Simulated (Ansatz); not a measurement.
# C2H2BCl2F3O: a ladder of functionals and wavefunction methods

How much do the methods differ for C2H2BCl2F3O? The plan is to run it at one geometry with functionals of several rungs and with coupled cluster, and see how far each lands from CCSD(T) at the basis-set limit for the atomisation energy.

Method: functionals in def2-TZVPP, the program's frozen cores in correlated methods; program: Ansatz 0.2.0, Gaussian basis.

Plan: LDA (SPW92), PBE-D4, revPBE-D4, BLYP-D4, r2SCAN-D4, B97M-V, PBE0-D4, B3LYP-D4, r2SCANh-D4, r2SCAN0-D4, HSE06-D4, BHLYP-D4, CAM-B3LYP-D4, LC-ωPBE, ωB97X-V, ωB97M-V, B2PLYP, PBE-QIDH; CCSD(T)/def2-SVP; CCSD(T)/def2-TZVPP; MP2/def2-QZVPP; extrapolation to the limit; RPA on PBE.

## 1. The relaxed structure

The geometry comes from an earlier relaxation with PBE0-D4 in a triple-zeta def2 set; it is a stationary point, not always the lowest conformer.

11 atoms, charge 0, spin multiplicity 1.

Atoms are counted from 1 here; the program's logs count them from 0.

Bond lengths: F1–C2 1.337 Å, C2–F3 1.335 Å, C2–F4 1.332 Å, C2–C5 1.515 Å, C5–O6 1.402 Å, C5–H10 1.092 Å, C5–H11 1.091 Å, O6–B7 1.342 Å, B7–Cl8 1.744 Å, B7–Cl9 1.756 Å. Angles: F1–C2–F3 108.1°, F1–C2–F4 108.1°, F1–C2–C5 109.2°, F3–C2–F4 107.7°, F3–C2–C5 111.5°, F4–C2–C5 112.1°, C2–C5–O6 109.8°, C2–C5–H10 108.1°, C2–C5–H11 108.1°, O6–C5–H10 112.3°, O6–C5–H11 108.6°, H10–C5–H11 109.8°, C5–O6–B7 125.3°, O6–B7–Cl8 117.6°, O6–B7–Cl9 122.8°, Cl8–B7–Cl9 119.6°.

## 2. LDA

This LDA is Slater exchange with PW92 correlation.

in.yaml

```yaml
crystal:
  periodic: [false, false, false]
  atoms:
    - {symbol: F, position_ang: [-2.410128, 0.682159, -0.660540]}
    - {symbol: C, position_ang: [-1.190030, 0.175764, -0.866846]}
    - {symbol: F, position_ang: [-1.273754, -1.154215, -0.786554]}
    - {symbol: F, position_ang: [-0.819231, 0.484050, -2.108505]}
    - {symbol: C, position_ang: [-0.235726, 0.735657, 0.168272]}
    - {symbol: O, position_ang: [1.048586, 0.211483, -0.037098]}
    - {symbol: B, position_ang: [1.626566, -0.740135, 0.712949]}
    - {symbol: Cl, position_ang: [3.211639, -1.291133, 0.237435]}
    - {symbol: Cl, position_ang: [0.864610, -1.416826, 2.142853]}
    - {symbol: H, position_ang: [-0.628909, 0.495121, 1.158032]}
    - {symbol: H, position_ang: [-0.193623, 1.818055, 0.040001]}
basis:
  gaussian: {orbitals: def2-TZVPP}
hamiltonian: {xc: lda}
output: {orbitals: {seedname: orbitals}}
```

On the command line:

```console
$ ansatz run in.yaml --threads 4 --pin off --events-out ev --progress --plain --max-ram 66560MiB --backend cuda --devices 0, --max-vram 37GiB
```

The runs that follow: PBE-D4 (GGA); revPBE-D4 (GGA); BLYP-D4 (GGA); r2SCAN-D4 (meta-GGA); B97M-V (meta-GGA); B3LYP-D4 (hybrid); r2SCANh-D4 (hybrid); r2SCAN0-D4 (hybrid); HSE06-D4 (hybrid); BHLYP-D4 (hybrid); CAM-B3LYP-D4 (range-separated); LC-ωPBE (range-separated); ωB97X-V (range-separated); ωB97M-V (range-separated); B2PLYP (double hybrid); PBE-QIDH (double hybrid); CCSD(T) in def2-SVP; CCSD(T) in def2-TZVPP; MP2 in def2-QZVPP; RPA on PBE orbitals.

Before running them: what should the planned runs give, taken together? Wanted: atomisation energy, CCSD(T)/CBS; farthest beyond LDA; mean size of error, GGA; mean size of error, meta-GGA; mean size of error, hybrid; mean size of error, range-separated; mean size of error, double hybrid; gap, smallest and largest; T1 diagnostic.

**Answer**, as computed:

| quantity | value |
| --- | --- |
| atomisation energy, CCSD(T)/CBS | 4526.6 kJ/mol |
| functionals within 22.6 kJ/mol (0.5 %) | BLYP-D4, r2SCANh-D4, PBE-QIDH |
| farthest beyond LDA | BHLYP-D4 (-225.0 kJ/mol) |
| mean size of error, GGA | 83.4 kJ/mol |
| mean size of error, meta-GGA | 54.4 kJ/mol |
| mean size of error, hybrid | 74.7 kJ/mol |
| mean size of error, range-separated | 36.1 kJ/mol |
| mean size of error, double hybrid | 30.8 kJ/mol |
| gap, smallest and largest | 6.01 eV (LDA (SPW92)), 13.77 eV (LC-ωPBE) |
| T1 diagnostic | 0.0120 |
| triples share of the correlation energy | 3.6 % |

The LDA atomisation energy is off by 922.9 kJ/mol (20 %): it overbinds. PBE-D4 misses by +208.0 kJ/mol. Double hybrids carry the basis error of their MP2 part in triple zeta, and no dispersion term here, so their miss is partly the set-up's. Taken by rung, double hybrid functionals do best (30.8 kJ/mol on average) and GGA ones worst beyond LDA (83.4 kJ/mol). The gap between the best rungs is small, so their order is not settled. The reference freezes the cores and leaves out relativity and excitations past (T), so misses under about 22.6 kJ/mol can't be ranked. Hartree-Fock recovers 71 % of the binding; the rest is correlation. CCSD(T) in def2-SVP is off by -193.0 kJ/mol, so the small basis spoils what the method gains. The gap grows from 6.0 to 13.8 eV across the functionals, mostly with the share of exact exchange.
